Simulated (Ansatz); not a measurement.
# In4Sb3As: the cost of one run

Program: Ansatz 0.2.0. Level of theory: DFT PBE, scalar-relativistic, plane waves, PAW. These are calculated values, not measurements.

## (1) Starting point

It takes space group P-4m2 (No. 115, tetragonal). The conventional cell has a = 4.244 Å, b = 4.244 Å, c = 12.003 Å, α = 90.00°, β = 90.00°, γ = 90.00°. In (site symmetry 2mm) has 4 Sb at 2.60 Å as nearest neighbours. In (site symmetry 2mm) has 2 As at 2.60 Å and 2 Sb at 2.60 Å as nearest neighbours. Sb (site symmetry 2mm) has 4 In at 2.60 Å as nearest neighbours. Around Sb (site symmetry -4m2) lie 4 In at 2.60 Å. As (site symmetry -4m2) has 4 In at 2.60 Å as nearest neighbours.

As a file:

```cif
data_structure
_symmetry_space_group_name_H-M 'P 1'
_symmetry_Int_Tables_number 1
_cell_length_a 4.2439
_cell_length_b 4.2439
_cell_length_c 12.0035
_cell_angle_alpha 90.000
_cell_angle_beta 90.000
_cell_angle_gamma 90.000
_cell_volume 216.19
loop_
_atom_site_label
_atom_site_type_symbol
_atom_site_fract_x
_atom_site_fract_y
_atom_site_fract_z
_atom_site_occupancy
In1 In 0.50000 0.00000 0.62500 1
In2 In 0.00000 0.50000 0.87500 1
In3 In 0.50000 0.00000 0.12500 1
In4 In 0.00000 0.50000 0.37500 1
Sb1 Sb 0.50000 0.50000 0.25000 1
Sb2 Sb 0.00000 0.00000 0.50000 1
Sb3 Sb 0.50000 0.50000 0.75000 1
As1 As 0.00000 0.00000 0.00000 1
```

The start is an ordering of an alloy on its end members' structure types: elements ordered on the sites of the InSb type, As/Sb on Sb (P-4m2, No. 115).

## (2) A first look at the guess

The input, input.yaml:

```yaml
crystal:
  lattice:
    - [4.24386868, 0.0, 0.0]
    - [0.0, 4.24386868, 0.0]
    - [0.0, 0.0, 12.00347328]
  atoms:
    - { symbol: In, position: [0.5, 0.0, 0.625] }
    - { symbol: In, position: [0.0, 0.5, 0.875] }
    - { symbol: In, position: [0.5, 0.0, 0.125] }
    - { symbol: In, position: [0.0, 0.5, 0.375] }
    - { symbol: Sb, position: [0.5, 0.5, 0.25] }
    - { symbol: Sb, position: [0.0, 0.0, 0.5] }
    - { symbol: Sb, position: [0.5, 0.5, 0.75] }
    - { symbol: As, position: [0.0, 0.0, 0.0] }
basis:
  ecutwfc: 420
kpoints:
  mp_grid: { grid: [4, 4, 2] }
hamiltonian:
  xc: pbe
scf:
  occupations: { method: gaussian, width: 0.1 }
  lower_state_search: "off"
output:
  forces: true
  stress: true
  eigenvalues: true
```

Run with:

```sh
$ ansatz run input.yaml --threads 1 --pin off --max-ram 2560MiB --backend cpu --events-out ev --progress --plain --runs-dir out
```

**Question.** How long does this run take on 1 thread of Arm Neoverse V2, shared host, and how much memory does it need?

About 11 s, with a peak of 0.47 GiB.
